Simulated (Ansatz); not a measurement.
Write a Python script for Ansatz 0.2.0, Python API that makes vertical spin-state energies of Ge₂H₇NSe, SMILES [NH2][GeH2][Se][GeH3]. Settings (for the species named): PBE0, def2-SVPD basis, multiplicity 1.

```yaml
atoms:
  - { symbol: N, position_ang: [-1.2588, 1.5236, 0.4199] }
  - { symbol: Ge, position_ang: [-1.2698, 0.0304, -0.6964] }
  - { symbol: Se, position_ang: [0.7663, -0.0950, -1.8762] }
  - { symbol: Ge, position_ang: [1.9096, -0.7114, 0.0895] }
  - { symbol: H, position_ang: [-0.5478, 1.3400, 1.1622] }
  - { symbol: H, position_ang: [-2.1883, 1.5485, 0.8954] }
  - { symbol: H, position_ang: [-2.4375, 0.1575, -1.7074] }
  - { symbol: H, position_ang: [-1.4641, -1.2520, 0.1525] }
  - { symbol: H, position_ang: [1.2158, -1.9414, 0.7287] }
  - { symbol: H, position_ang: [1.8983, 0.4705, 1.0919] }
  - { symbol: H, position_ang: [3.3763, -1.0706, -0.2600] }
```

Script `spin_ge2h7nse.py`:
```python
# -*- coding: utf-8 -*-
"""Gap between spin states of Ge2H7NSe at one geometry."""

import logging
import sys

import ansatz as az

logging.basicConfig(stream=sys.stdout, format="[%(levelname)s] %(message)s")
logger = logging.getLogger("ge2h7nse")
logger.setLevel(logging.INFO)

GEOMETRY = """
N    -1.25880    1.52360    0.41990
Ge   -1.26980    0.03040   -0.69640
Se    0.76630   -0.09500   -1.87620
Ge    1.90960   -0.71140    0.08950
H    -0.54780    1.34000    1.16220
H    -2.18830    1.54850    0.89540
H    -2.43750    0.15750   -1.70740
H    -1.46410   -1.25200    0.15250
H     1.21580   -1.94140    0.72870
H     1.89830    0.47050    1.09190
H     3.37630   -1.07060   -0.26000
"""


def main():
    mol = az.Crystal.molecule()
    for line in GEOMETRY.strip().splitlines():
        symbol, *xyz = line.split()
        mol = mol.atom(symbol, [float(v) for v in xyz])

    calc = (
        mol.calculation()
        .basis(gaussian="def2-SVPD")
        .functional("pbe0")
    )
    found = {}
    for unpaired in [0, 2]:
        summary = calc.spin("collinear", total=unpaired).run(threads=1, backend="cpu").report
        s = unpaired / 2
        found[unpaired] = summary["free_energy_ev"]
        logger.info(f"2S+1 = {unpaired + 1}: E = {found[unpaired]:.5f} eV, <S^2> = {abs(summary['mean_field']['state']['spin_squared']):.3f} (pure state {s * (s + 1):.2f})")
    lowest = min(found, key=found.get)
    for unpaired, e in found.items():
        logger.info(f"multiplicity {unpaired + 1}: {23.060548 * (e - found[lowest]):.1f} kcal/mol above the lowest")


if __name__ == "__main__":
    main()
```

```console
$ python spin_ge2h7nse.py
[INFO] 2S+1 = 1: E = -179944.70911 eV, <S^2> = 0.000 (pure state 0.00)
[INFO] 2S+1 = 3: E = -179940.00874 eV, <S^2> = 2.005 (pure state 2.00)
[INFO] multiplicity 1: 0.0 kcal/mol above the lowest
[INFO] multiplicity 3: 108.4 kcal/mol above the lowest
```

In order: multiplicity 1 (+0.00 eV) and multiplicity 3 (+4.70 eV), all at the one geometry.

What to keep in mind:
- Total energies depend on the basis set; only differences at equal settings carry meaning.
- The geometry is a force-field or estimated start, not a minimum of this method, and the basis set is short of its limit. All parts are taken at fixed geometry, without zero-point energy.
- Run time: 2.8 min on 1 thread of Arm Neoverse V2 (shared host), peak memory 1.2 GiB.

(A comment or docstring line of the script was reworded after the run, the code is as it ran; lines on the test bed's own set-up are left out of the output.)
